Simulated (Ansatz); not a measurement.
# C2H8SiTe: a ladder of functionals and wavefunction methods

The task here is to estimate one member of a computed series from the others.

Computed with Ansatz 0.2.0, Gaussian basis. Level: functionals in def2-TZVPP, the program's frozen cores in correlated methods.

Plan: LDA (SPW92), PBE-D4, revPBE-D4, BLYP-D4, r2SCAN-D4, B97M-V, PBE0-D4, B3LYP-D4, r2SCANh-D4, r2SCAN0-D4, HSE06-D4, BHLYP-D4, CAM-B3LYP-D4, LC-ωPBE, ωB97X-V, ωB97M-V, B2PLYP, PBE-QIDH; CCSD(T)/def2-SVP; CCSD(T)/def2-TZVPP; MP2/def2-QZVPP; extrapolation to the limit; RPA on PBE.

**The geometry**

The geometry comes from an earlier relaxation with PBE0-D4 in a triple-zeta def2 set; it is a stationary point, not always the lowest conformer. Te takes the def2 core potential; no spin-orbit term is included.

12 atoms, charge 0, spin multiplicity 1.

Atoms are counted from 1 here; the program's logs count them from 0.

Bond lengths: C1–Si2 1.870 Å, C1–H5 1.092 Å, C1–H6 1.094 Å, C1–H7 1.091 Å, Si2–Te3 2.489 Å, Si2–H8 1.489 Å, Si2–H9 1.487 Å, Te3–C4 2.152 Å, C4–H10 1.087 Å, C4–H11 1.088 Å, C4–H12 1.088 Å. Angles: Si2–C1–H5 110.8°, Si2–C1–H6 110.4°, Si2–C1–H7 110.6°, H5–C1–H6 108.0°, H5–C1–H7 108.2°, H6–C1–H7 108.7°, C1–Si2–Te3 112.8°, C1–Si2–H8 109.6°, C1–Si2–H9 111.2°, Te3–Si2–H8 109.1°, Te3–Si2–H9 105.2°, H8–Si2–H9 108.9°, Si2–Te3–C4 94.3°, Te3–C4–H10 110.0°, Te3–C4–H11 109.6°, Te3–C4–H12 106.7°, H10–C4–H11 111.0°, H10–C4–H12 109.7° and more.

Set-up of the first run:

Input file in.yaml:

```yaml
crystal:
  periodic: [false, false, false]
  atoms:
    - {symbol: C, position_ang: [-0.956817, 1.565738, 0.014020]}
    - {symbol: Si, position_ang: [-0.458103, 0.263806, 1.260229]}
    - {symbol: Te, position_ang: [1.798466, -0.685511, 0.810551]}
    - {symbol: C, position_ang: [1.234359, -1.559673, -1.072897]}
    - {symbol: H, position_ang: [-0.982751, 1.146530, -0.994241]}
    - {symbol: H, position_ang: [-1.952940, 1.953078, 0.245508]}
    - {symbol: H, position_ang: [-0.247920, 2.395656, 0.020652]}
    - {symbol: H, position_ang: [-1.459650, -0.838459, 1.258373]}
    - {symbol: H, position_ang: [-0.373662, 0.836352, 2.630203]}
    - {symbol: H, position_ang: [0.992949, -0.778186, -1.789074]}
    - {symbol: H, position_ang: [0.388655, -2.227415, -0.925517]}
    - {symbol: H, position_ang: [2.094314, -2.127015, -1.423808]}
basis:
  gaussian: {orbitals: def2-TZVPP}
hamiltonian: {xc: lda}
output: {orbitals: {seedname: orbitals}}
```

Launch:

```console
> ansatz run in.yaml --threads 4 --pin off --events-out ev --progress --plain --max-ram 10444MiB
```

Steps of the session up to this table: LDA; PBE-D4 (GGA); revPBE-D4 (GGA); BLYP-D4 (GGA); r2SCAN-D4 (meta-GGA); B97M-V (meta-GGA); PBE0-D4 (hybrid); B3LYP-D4 (hybrid); r2SCANh-D4 (hybrid); r2SCAN0-D4 (hybrid); HSE06-D4 (hybrid); BHLYP-D4 (hybrid); CAM-B3LYP-D4 (range-separated); LC-ωPBE (range-separated); ωB97X-V (range-separated); ωB97M-V (range-separated); B2PLYP (double hybrid); PBE-QIDH (double hybrid).

One of the session's tables, all rows but one given; the rest of the session is left out.

It belongs to the step «Frontier levels by functional». 

```
  functional  HOMO (eV)  gap (eV)
 LDA (SPW92)      -5.12      3.61
      PBE-D4      -4.99      3.64
   revPBE-D4      -4.94      3.67
     BLYP-D4      -4.83      3.58
   r2SCAN-D4      -5.21      4.10
      B97M-V          ?         ?
     PBE0-D4      -6.00      5.47
    B3LYP-D4      -5.79      5.03
  r2SCANh-D4      -5.59      4.76
  r2SCAN0-D4      -6.15      5.75
    HSE06-D4      -5.62      4.71
    BHLYP-D4      -6.86      7.16
CAM-B3LYP-D4      -7.21      7.65
     LC-ωPBE      -8.50     10.06
     ωB97X-V      -8.19      9.62
     ωB97M-V      -8.09      9.29
```

Estimate the missing values for B97M-V.

**Answer.** HOMO (eV): -5.25; gap (eV): 4.05. In the column «HOMO (eV)» it lies between r2SCANh-D4 (-5.59) and r2SCAN-D4 (-5.21).
